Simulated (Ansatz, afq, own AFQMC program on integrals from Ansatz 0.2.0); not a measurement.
# SiH2Br (doublet): AFQMC on the coupled-cluster ladder at distance Br1–H2 along a hydrogen transfer = 1.883 Å, cc-pVTZ

How near does AFQMC come to the top of the ladder for SiH2Br (doublet)?

Computed with Ansatz 0.2.0, Gaussian basis, and an in-house AFQMC program (afq) on its integrals; all values are calculated. Level: cc-pVTZ, frozen cores.

Plan: PBE (unrestricted); CCSD(T) on UHF; r2SCAN (unrestricted); PBE0 (unrestricted); B3LYP (unrestricted); wB97M-V (unrestricted); CCSDT(Q) on UHF; B2PLYP (unrestricted); CCSD(T) on UHF; CCSD(T) on UHF; Phaseless AFQMC, CISD trial on UHF; CCSD(T) on ROHF; CCSDT(Q) on ROHF; Phaseless AFQMC, CISD trial on ROHF.

## 1. The system

The geometry derives from fragments relaxed apart (PBE0/def2-TZVP) and kept rigid, so it is no stationary point. A hydrogen atom is moved between rigid fragments. No spin-orbit coupling is included. The filled d shell of Br may be among the frozen orbitals whatever the setting's name suggests; the logs give the count.

4 atoms, charge 0, spin multiplicity 2.

Atoms are counted from 1 here; the program's logs count them from 0.

Bond lengths: Si3–H4 1.532 Å.

## 2. PBE (unrestricted)

Input file in.yaml:

```yaml
crystal:
  periodic: [false, false, false]
  atoms:
    - {symbol: Br, position_ang: [-2.404859, 0.369878, 0.000000]}
    - {symbol: H, position_ang: [-0.521859, 0.369878, 0.000000]}
    - {symbol: Si, position_ang: [1.265141, 0.369878, 0.000000]}
    - {symbol: H, position_ang: [1.661576, -1.109635, 0.000000]}
basis:
  gaussian: {orbitals: cc-pVTZ}
magnetization: {spin_polarized: true, initial_magnetization: 1}
hamiltonian: {xc: {name: PBE}}
output: {orbitals: {seedname: orbitals}}
```

Launch:

```sh
$ ansatz run in.yaml --threads 1 --pin off --events-out ev --progress --plain --max-ram 5632MiB --backend cpu
```

What it wrote:

```text
Functional definition: PBE
  name "PBE"
  cite "Perdew, Burke & Ernzerhof, Phys. Rev. Lett. 77, 3865 (1996) doi:10.1103/PhysRevLett.77.3865"
  parent pbe
  parameter kappa = 0.804
  parameter beta = 0.06672455060314922
  exchange = pbe_x(kappa = kappa, mu = beta*pi^2/3)
  correlation = pbe_c(beta = beta)
769 factors; their error is unknown
mean field evaluation 1: about -77939.1209 eV, gradient 1.2e1 eV
mean field evaluation 2: about -77881.8780 eV, gradient 6.2e1 eV
mean field evaluation 4: about -77940.3112 eV, gradient 4.0e0 eV
mean field evaluation 8: about -77940.4323 eV, gradient 1.1e-1 eV
mean field evaluation 16: about -77940.4069 eV, gradient 1.8e-4 eV
mean field evaluation 32: about -77939.7567 eV, gradient 1.3e-2 eV
mean field evaluation 64: about -77939.8166 eV, gradient 8.4e-1 eV
mean field evaluation 96: about -77940.3789 eV, gradient 3.7e-1 eV
mean field evaluation 128: about -77935.0676 eV, gradient 1.0e1 eV
mean field -77940.40688519 eV, -2864.2571231256 hartree, gradient 2.2e-5 eV, S^2 0.755253; 8 other end points of the search recorded, 0 dependent functions left out
reference -77940.40691680 eV, -2864.2571242873 hartree; 26, 25 occupied and 79, 80 virtual orbitals, 769 factors
Total energy: -77940.40691680 eV, -2864.2571242873 hartree
```

Wall time 13 s (1 thread of AMD EPYC 7R13 (Zen 3), shared host); peak memory 1.8 GiB.

From the report: ⟨S²⟩ of the determinant 0.755 (pure doublet: 0.75).

## 3. CCSD(T) on UHF

Edit in.yaml of step 2 so:

```diff
@@ -10,3 +10,2 @@
 magnetization: {spin_polarized: true, initial_magnetization: 1}
-hamiltonian: {xc: {name: PBE}}
-output: {orbitals: {seedname: orbitals}}
+correlation: {method: ccsd_t, electrons: outside_noble_gas, hamiltonian_folder: ham}
```

Launch:

```sh
$ ansatz run in.yaml --threads 1 --pin off --events-out ev --progress --plain --max-ram 16896MiB --backend cuda --devices 0, --max-vram 18GiB
```

What it wrote (excerpt; [...] marks lines left out):

```text
Functional definition: HF
  name "HF"
  cite "Fock, Z. Phys. 61, 126 (1930) doi:10.1007/BF01340294"
  parent pbe
[...]
638 factors; integrals over basis functions are off by at most 1.3e-3 eV
[...]
mean field -77891.62038557 eV, -2862.4642523333 hartree, gradient 1.6e-6 eV, S^2 1.103292; 22 other end points of the search recorded, 0 dependent functions left out
determinant -77891.62038557 eV, -2862.4642523333 hartree, with singles and doubles -77899.89985637 eV, -2862.7685172731 hartree
determinant -77891.14939283 eV, -2862.4469436691 hartree, with singles and doubles -77899.07486200 eV, -2862.7381992890 hartree
determinant -77890.77888606 eV, -2862.4333277965 hartree, with singles and doubles -77899.41626429 eV, -2862.7507455920 hartree
determinant -77890.26330244 eV, -2862.4143804479 hartree, with singles and doubles -77898.23866285 eV, -2862.7074695373 hartree
[...]
determinant -77889.44556073 eV, -2862.3843289945 hartree, with singles and doubles -77897.27784610 eV, -2862.6721601727 hartree
determinant -77891.62038557 eV, -2862.4642523333 hartree, with singles and doubles -77899.85990999 eV, -2862.7670492705 hartree
determinant -77890.77888606 eV, -2862.4333277965 hartree, with singles and doubles -77899.77944121 eV, -2862.7640920974 hartree
determinant -77891.56888748 eV, -2862.4623598132 hartree, with singles and doubles -77899.97050411 eV, -2862.7711135297 hartree
19 core orbitals not correlated: weight in the atoms' cores, before any rotation towards them, 1.000 or more for the frozen orbitals, at most 0.000 for the correlated occupied ones
reference -77891.62038557 eV, -2862.4642523333 hartree; 7, 6 occupied and 79, 80 virtual orbitals, 638 factors
second order -6.87212665 eV of doubles, -0.00000000 eV of singles
cycle   1  -8.23952415 eV  change    2.6e-7 eV  update   5.3e-6
perturbative correction -0.31944782 eV, -0.0117394909 hartree
Total energy: -77900.17935755 eV, -2862.7787887518 hartree
```

Run time: 29 s. Hardware: 1 × NVIDIA H100 80GB HBM3 with 1 thread of AMD EPYC 7R13 (Zen 3), shared host; peak host memory 1.8 GiB.

From the report: ⟨S²⟩ of the determinant 1.103 (pure doublet: 0.75); correlation -8.5590 eV; T1 0.075; largest double amplitude 0.06.

This run also writes the integrals to the folder ham.

## 4. r2SCAN (unrestricted)

Edit in.yaml of step 3 so:

```diff
@@ -10,2 +10,2 @@
 magnetization: {spin_polarized: true, initial_magnetization: 1}
-correlation: {method: ccsd_t, electrons: outside_noble_gas, hamiltonian_folder: ham}
+hamiltonian: {xc: {name: r2SCAN}}
```

Launch:

```sh
$ ansatz run in.yaml --threads 1 --pin off --events-out ev --progress --plain --max-ram 5632MiB --backend cpu
```

What it wrote (excerpt; [...] marks lines left out):

```text
Functional definition: r2SCAN
  name "r2SCAN"
  cite "Furness, Kaplan, Ning, Perdew & Sun, J. Phys. Chem. Lett. 11, 8208 (2020) doi:10.1021/acs.jpclett.0c02405"
  cite "Furness, Kaplan, Ning, Perdew & Sun, J. Phys. Chem. Lett. 11, 9248 (2020) doi:10.1021/acs.jpclett.0c03077"
  parent r2scan
[...]
769 factors; their error is unknown
[...]
mean field -77953.71335678 eV, -2864.7461269371 hartree, gradient 3.7e-6 eV, S^2 0.761821; 11 other end points of the search recorded, 0 dependent functions left out
reference -77953.71336794 eV, -2864.7461273473 hartree; 26, 25 occupied and 79, 80 virtual orbitals, 769 factors
Total energy: -77953.71336794 eV, -2864.7461273473 hartree
```

Wall time 38 s (1 thread of AMD EPYC 7R13 (Zen 3), shared host); peak memory 1.8 GiB.

From the report: ⟨S²⟩ of the determinant 0.762 (pure doublet: 0.75).

## 5. PBE0 (unrestricted)

Edit in.yaml of step 4 so:

```diff
@@ -10,2 +10,3 @@
 magnetization: {spin_polarized: true, initial_magnetization: 1}
-hamiltonian: {xc: {name: r2SCAN}}
+hamiltonian: {xc: {name: PBE0}}
+output: {orbitals: {seedname: orbitals}}
```

The command is unchanged.

What it wrote:

```text
Functional definition: PBE0
  name "PBE0"
  cite "Adamo & Barone, J. Chem. Phys. 110, 6158 (1999) doi:10.1063/1.478522"
  cite "Perdew, Burke & Ernzerhof, Phys. Rev. Lett. 77, 3865 (1996) doi:10.1103/PhysRevLett.77.3865"
  parent pbe
  parameter a = 0.25
  parameter kappa = 0.804
  parameter beta = 0.06672455060314922
  exchange = (1 - a)*pbe_x(kappa = kappa, mu = beta*pi^2/3) + a*exact_x
  correlation = pbe_c(beta = beta)
817 factors; their error is unknown
mean field evaluation 1: about -77941.8767 eV, gradient 1.1e1 eV
mean field evaluation 2: about -77910.4998 eV, gradient 5.4e1 eV
mean field evaluation 4: about -77943.1505 eV, gradient 1.4e0 eV
mean field evaluation 8: about -77943.1735 eV, gradient 1.0e-1 eV
mean field evaluation 16: about -77943.4312 eV, gradient 2.4e-4 eV
mean field evaluation 32: about -77943.4148 eV, gradient 9.3e-1 eV
mean field -77943.43115877 eV, -2864.3682631296 hartree, gradient 1.6e-5 eV, S^2 0.764306; 3 other end points of the search recorded, 0 dependent functions left out
reference -77943.43118285 eV, -2864.3682640146 hartree; 26, 25 occupied and 79, 80 virtual orbitals, 817 factors
Total energy: -77943.43118285 eV, -2864.3682640146 hartree
```

Wall time 8 s (1 thread of AMD EPYC 7R13 (Zen 3), shared host); peak memory 1.8 GiB.

From the report: ⟨S²⟩ of the determinant 0.764 (pure doublet: 0.75).

## 6. B3LYP (unrestricted)

Edit in.yaml of step 5 so:

```diff
@@ -10,3 +10,2 @@
 magnetization: {spin_polarized: true, initial_magnetization: 1}
-hamiltonian: {xc: {name: PBE0}}
-output: {orbitals: {seedname: orbitals}}
+hamiltonian: {xc: {name: B3LYP}}
```

Same command.

What it wrote (excerpt; [...] marks lines left out):

```text
Functional definition: B3LYP
  name "B3LYP"
  cite "Stephens, Devlin, Chabalowski & Frisch, J. Phys. Chem. 98, 11623 (1994) doi:10.1021/j100096a001"
  cite "Becke, Phys. Rev. A 38, 3098 (1988) doi:10.1103/PhysRevA.38.3098"
  cite "Lee, Yang & Parr, Phys. Rev. B 37, 785 (1988) doi:10.1103/PhysRevB.37.785"
  cite "Vosko, Wilk & Nusair, Can. J. Phys. 58, 1200 (1980) doi:10.1139/p80-159"
[...]
808 factors; their error is unknown
[...]
mean field -77956.53133380 eV, -2864.8496856825 hartree, gradient 1.4e-5 eV, S^2 0.759455; 2 other end points of the search recorded, 0 dependent functions left out
reference -77956.53154874 eV, -2864.8496935812 hartree; 26, 25 occupied and 79, 80 virtual orbitals, 808 factors
Total energy: -77956.53154874 eV, -2864.8496935812 hartree
```

It took 4.5 s on 1 thread of AMD EPYC 7R13 (Zen 3), shared host; peak memory 1.8 GiB.

From the report: ⟨S²⟩ of the determinant 0.759 (pure doublet: 0.75).

## 7. wB97M-V (unrestricted)

Edit in.yaml of step 6 so:

```diff
@@ -10,2 +10,3 @@
 magnetization: {spin_polarized: true, initial_magnetization: 1}
-hamiltonian: {xc: {name: B3LYP}}
+hamiltonian: {xc: {name: wB97M-V}}
+output: {orbitals: {seedname: orbitals}}
```

Launched as before.

What it wrote (excerpt; [...] marks lines left out):

```text
Functional definition: wB97M-V
  name "wB97M-V"
  cite "Mardirossian & Head-Gordon, J. Chem. Phys. 144, 214110 (2016) doi:10.1063/1.4952647"
  cite "Becke, J. Chem. Phys. 107, 8554 (1997) doi:10.1063/1.475007"
  cite "Vydrov & Van Voorhis, J. Chem. Phys. 133, 244103 (2010) doi:10.1063/1.3521275"
  # Of w^i u^j: cxij and so on, Table III.
[...]
  gx(w, u) = 1 - cx + cx01*u + cx10*w
  gss(w, u) = css00 + css04*u^4 + css10*w + css20*w^2 + css43*w^4*u^3
  gos(w, u) = cos00 + cos10*w + (cos20 + cos21*u)*w^2 + (cos60 + cos61*u)*w^6
[...]
      + integral(e_c_pw_mod_opposite_spin*gos(b97_w_opposite, b97_u_opposite)) + vv10(b, c)
800 factors; their error is unknown
145 factors; integrals over basis functions are off by at most 4.3e-5 eV
[...]
mean field -77950.14596655 eV, -2864.6150277642 hartree, gradient 3.7e-5 eV, S^2 0.763797; 1 other end points of the search recorded, 0 dependent functions left out
reference -77950.14600366 eV, -2864.6150291279 hartree; 26, 25 occupied and 79, 80 virtual orbitals, 800 factors
Total energy: -77950.14600366 eV, -2864.6150291279 hartree
```

Run time: 14 s. Hardware: 1 thread of AMD EPYC 7R13 (Zen 3), shared host; peak memory 1.8 GiB.

From the report: ⟨S²⟩ of the determinant 0.764 (pure doublet: 0.75).

## 8. CCSDT(Q) on UHF

Edit in.yaml of step 7 so:

```diff
@@ -10,3 +10,2 @@
 magnetization: {spin_polarized: true, initial_magnetization: 1}
-hamiltonian: {xc: {name: wB97M-V}}
-output: {orbitals: {seedname: orbitals}}
+correlation: {method: ccsdt_q, electrons: outside_noble_gas}
```

Launch:

```sh
$ ansatz run in.yaml --threads 1 --pin off --events-out ev --progress --plain --max-ram 16896MiB --backend cuda --devices 0, --max-vram 18GiB
```

What it wrote (excerpt; [...] marks lines left out):

```text
Functional definition: HF
  name "HF"
  cite "Fock, Z. Phys. 61, 126 (1930) doi:10.1007/BF01340294"
  parent pbe
[...]
1216 factors; integrals over basis functions are off by at most 2.0e-7 eV
[...]
mean field -77891.62042321 eV, -2862.4642537164 hartree, gradient 1.9e-6 eV, S^2 1.103296; 21 other end points of the search recorded, 0 dependent functions left out
determinant -77891.62042321 eV, -2862.4642537164 hartree, with singles and doubles -77899.89987899 eV, -2862.7685181044 hartree
determinant -77891.14943952 eV, -2862.4469453849 hartree, with singles and doubles -77899.07456384 eV, -2862.7381883318 hartree
determinant -77890.77892688 eV, -2862.4333292968 hartree, with singles and doubles -77899.41685866 eV, -2862.7507674344 hartree
determinant -77890.26333911 eV, -2862.4143817957 hartree, with singles and doubles -77898.23846199 eV, -2862.7074621556 hartree
[...]
determinant -77891.62042321 eV, -2862.4642537164 hartree, with singles and doubles -77899.85993543 eV, -2862.7670502054 hartree
determinant -77890.77892688 eV, -2862.4333292968 hartree, with singles and doubles -77899.77947214 eV, -2862.7640932342 hartree
determinant -77891.56892355 eV, -2862.4623611388 hartree, with singles and doubles -77899.97308384 eV, -2862.7712083331 hartree
19 core orbitals not correlated: weight in the atoms' cores, before any rotation towards them, 1.000 or more for the frozen orbitals, at most 0.000 for the correlated occupied ones
reference -77891.62042321 eV, -2862.4642537164 hartree; 7, 6 occupied and 79, 80 virtual orbitals, 1216 factors
second order -6.87215655 eV of doubles, -0.00000000 eV of singles
cycle   1  -7.67024079 eV  change   -8.0e-1 eV  update   9.7e-2
[...]
cycle  39  -8.60941511 eV  change    6.2e-7 eV  update   1.1e-6
perturbative correction -0.01793200 eV, -0.0006589889 hartree
Total energy: -77900.24777032 eV, -2862.7813028747 hartree
```

Wall time 56 s (1 × NVIDIA H100 80GB HBM3 with 1 thread of AMD EPYC 7R13 (Zen 3), shared host); peak host memory 1.8 GiB.

From the report: ⟨S²⟩ of the determinant 1.103 (pure doublet: 0.75); correlation -8.6273 eV; T1 0.082; largest double amplitude 0.07.

## 9. B2PLYP (unrestricted)

Edit in.yaml of step 8 so:

```diff
@@ -10,2 +10,3 @@
 magnetization: {spin_polarized: true, initial_magnetization: 1}
-correlation: {method: ccsdt_q, electrons: outside_noble_gas}
+hamiltonian: {xc: {name: B2PLYP}}
+correlation: {electrons: outside_noble_gas}
```

Launch:

```sh
$ ansatz run in.yaml --threads 1 --pin off --events-out ev --progress --plain --max-ram 5632MiB --backend cpu
```

What it wrote (excerpt; [...] marks lines left out):

```text
Functional definition: B2PLYP
  name "B2PLYP"
  cite "Grimme, J. Chem. Phys. 124, 034108 (2006) doi:10.1063/1.2148954"
  cite "Becke, Phys. Rev. A 38, 3098 (1988) doi:10.1103/PhysRevA.38.3098"
  cite "Lee, Yang & Parr, Phys. Rev. B 37, 785 (1988) doi:10.1103/PhysRevB.37.785"
[...]
638 factors; integrals over basis functions are off by at most 1.3e-3 eV
[...]
mean field -77937.77819624 eV, -2864.1605205883 hartree, gradient 6.6e-6 eV, S^2 0.778623; 2 other end points of the search recorded, 0 dependent functions left out
19 core orbitals not correlated: weight in the atoms' cores, before any rotation towards them, 1.000 or more for the frozen orbitals, at most 0.000 for the correlated occupied ones
reference -77937.77833390 eV, -2864.1605256473 hartree; 7, 6 occupied and 79, 80 virtual orbitals, 638 factors
second order -8.91956301 eV of doubles, -0.00000000 eV of singles
Total energy: -77940.18661591 eV, -2864.2490283789 hartree
```

Wall time 9.5 s (1 thread of AMD EPYC 7R13 (Zen 3), shared host); peak memory 1.8 GiB.

From the report: ⟨S²⟩ of the determinant 0.779 (pure doublet: 0.75).

## 10. CCSD(T) on UHF

Edit in.yaml of step 9 so:

```diff
@@ -8,5 +8,4 @@
 basis:
-  gaussian: {orbitals: cc-pVTZ}
+  gaussian: {orbitals: def2-TZVPP}
 magnetization: {spin_polarized: true, initial_magnetization: 1}
-hamiltonian: {xc: {name: B2PLYP}}
-correlation: {electrons: outside_noble_gas}
+correlation: {method: ccsd_t, electrons: outside_noble_gas}
```

Launch:

```sh
$ ansatz run in.yaml --threads 1 --pin off --events-out ev --progress --plain --max-ram 16896MiB --backend cuda --devices 0, --max-vram 18GiB
```

What it wrote (excerpt; [...] marks lines left out):

```text
Functional definition: HF
  name "HF"
  cite "Fock, Z. Phys. 61, 126 (1930) doi:10.1007/BF01340294"
  parent pbe
[...]
724 factors; integrals over basis functions are off by at most 1.3e-3 eV
[...]
mean field -77890.22383118 eV, -2862.4129299059 hartree, gradient 2.2e-6 eV, S^2 1.107057; 22 other end points of the search recorded, 0 dependent functions left out
determinant -77890.22383118 eV, -2862.4129299059 hartree, with singles and doubles -77898.53932480 eV, -2862.7185186599 hartree
determinant -77889.75367039 eV, -2862.3956518155 hartree, with singles and doubles -77897.71178015 eV, -2862.6881069550 hartree
determinant -77889.38180584 eV, -2862.3819860454 hartree, with singles and doubles -77898.05747388 eV, -2862.7008109653 hartree
determinant -77889.31818464 eV, -2862.3796480096 hartree, with singles and doubles -77897.57342001 eV, -2862.6830223137 hartree
[...]
determinant -77888.04936071 eV, -2862.3330195900 hartree, with singles and doubles -77895.91290416 eV, -2862.6219994818 hartree
determinant -77890.22383118 eV, -2862.4129299059 hartree, with singles and doubles -77898.49559188 eV, -2862.7169115048 hartree
determinant -77889.38180584 eV, -2862.3819860454 hartree, with singles and doubles -77898.41249226 eV, -2862.7138576500 hartree
determinant -77890.17074713 eV, -2862.4109791032 hartree, with singles and doubles -77898.61313493 eV, -2862.7212311324 hartree
19 core orbitals not correlated: weight in the atoms' cores, before any rotation towards them, 1.000 or more for the frozen orbitals, at most 0.000 for the correlated occupied ones
reference -77890.22383118 eV, -2862.4129299059 hartree; 7, 6 occupied and 92, 93 virtual orbitals, 724 factors
second order -6.90304061 eV of doubles, -0.00000000 eV of singles
cycle   1  -8.27176083 eV  change   -1.3e-7 eV  update   5.5e-6
perturbative correction -0.32623178 eV, -0.0119887968 hartree
Total energy: -77898.82182378 eV, -2862.7289003062 hartree
```

Run time: 25 s. Hardware: 1 × NVIDIA H100 80GB HBM3 with 1 thread of AMD EPYC 7R13 (Zen 3), shared host; peak host memory 1.8 GiB.

From the report: ⟨S²⟩ of the determinant 1.107 (pure doublet: 0.75); correlation -8.5980 eV; T1 0.075; largest double amplitude 0.05.

## 11. CCSD(T) on UHF

Edit in.yaml of step 10 so:

```diff
@@ -8,3 +8,3 @@
 basis:
-  gaussian: {orbitals: def2-TZVPP}
+  gaussian: {orbitals: "def2-QZVPP.json"}
 magnetization: {spin_polarized: true, initial_magnetization: 1}
```

Launched as before.

What it wrote (excerpt; [...] marks lines left out):

```text
Functional definition: HF
  name "HF"
  cite "Fock, Z. Phys. 61, 126 (1930) doi:10.1007/BF01340294"
  parent pbe
[...]
1356 factors; integrals over basis functions are off by at most 1.0e-3 eV
[...]
mean field -77891.80643938 eV, -2862.4710896846 hartree, gradient 2.9e-6 eV, S^2 1.110480; 23 other end points of the search recorded, 0 dependent functions left out
determinant -77891.80643938 eV, -2862.4710896846 hartree, with singles and doubles -77900.79511922 eV, -2862.8014175757 hartree
determinant -77891.33389412 eV, -2862.4537239665 hartree, with singles and doubles -77899.94414885 eV, -2862.7701449917 hartree
determinant -77890.96282067 eV, -2862.4400872689 hartree, with singles and doubles -77900.31791944 eV, -2862.7838808073 hartree
determinant -77890.54730583 eV, -2862.4248173799 hartree, with singles and doubles -77900.04163900 eV, -2862.7737276887 hartree
[...]
determinant -77889.63702664 eV, -2862.3913652369 hartree, with singles and doubles -77898.14424148 eV, -2862.7039996157 hartree
determinant -77891.80643938 eV, -2862.4710896846 hartree, with singles and doubles -77900.66614630 eV, -2862.7966779086 hartree
determinant -77890.96282067 eV, -2862.4400872689 hartree, with singles and doubles -77900.58381023 eV, -2862.7936521139 hartree
determinant -77891.75227097 eV, -2862.4690990322 hartree, with singles and doubles -77900.87886869 eV, -2862.8044953120 hartree
19 core orbitals not correlated: weight in the atoms' cores, before any rotation towards them, 1.000 or more for the frozen orbitals, at most 0.000 for the correlated occupied ones
reference -77891.80643938 eV, -2862.4710896846 hartree; 7, 6 occupied and 193, 194 virtual orbitals, 1356 factors
second order -7.55899160 eV of doubles, -0.00000000 eV of singles
cycle   1  -8.85970765 eV  change   -7.2e-7 eV  update   3.8e-6
perturbative correction -0.38268276 eV, -0.0140633322 hartree
Total energy: -77901.04882979 eV, -2862.8107412674 hartree
```

Run time: 45 s. Hardware: 1 × NVIDIA H100 80GB HBM3 with 1 thread of AMD EPYC 7R13 (Zen 3), shared host; peak host memory 1.8 GiB.

From the report: ⟨S²⟩ of the determinant 1.110 (pure doublet: 0.75); correlation -9.2424 eV; T1 0.076; largest double amplitude 0.05.

[end of part 1 of 2]
